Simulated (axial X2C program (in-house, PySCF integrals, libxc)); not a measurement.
# A two-component session on RbCl: properties at the nuclei

Aim: properties at the nuclei of RbCl, with spin–orbit coupling in the Hamiltonian from the start.

The runs use an in-house X2C program for linear molecules on PySCF integrals; two-component X2C with atomic mean-field terms, Rb dyall-cv3z, Cl dyall-av3z.

All values are calculated.

**1. Set-up**

task.json

```json
{
 "zs": [
  37,
  17
 ],
 "q": 0,
 "bas": [
  "dyall-cv3z",
  "dyall-av3z"
 ],
 "r0": 3.09,
 "levels": [
  "PBE0",
  "HF",
  "BHandHLYP",
  "BP86",
  "PBE50"
 ],
 "nst": 3
}
```

Keys: zs atomic numbers; q charge; bas basis sets; r0 starting distance in Å; levels methods (HF also brings MP2); nst determinants followed.

On the command line:

```console
$ python soeom.py task.json out
```

The runs that follow: Expectation values, lowest determinant.

**Question.** What will these runs give? Wanted: lowest determinant; qzz Rb; qzz Cl; μ.

**Answer**, as computed:

| quantity | value |
| --- | --- |
| lowest determinant | Ω = 0 (closed shell) |
| qzz Rb (a.u.), PBE0 | -0.78 |
| qzz Cl (a.u.), PBE0 | 0.03 |
| μ (D), PBE0 | -10.25 |

The expectation values come from single determinants, which for open shells can mix terms of unlike spin or miss the lowest Ω, so a determinant need not be a state. qzz is the electric field gradient, eQq0 = 234.96 MHz × Q/barn × qzz; μ is positive if Cl is the positive end. The operators were transformed with the bare-nucleus X2C matrices.
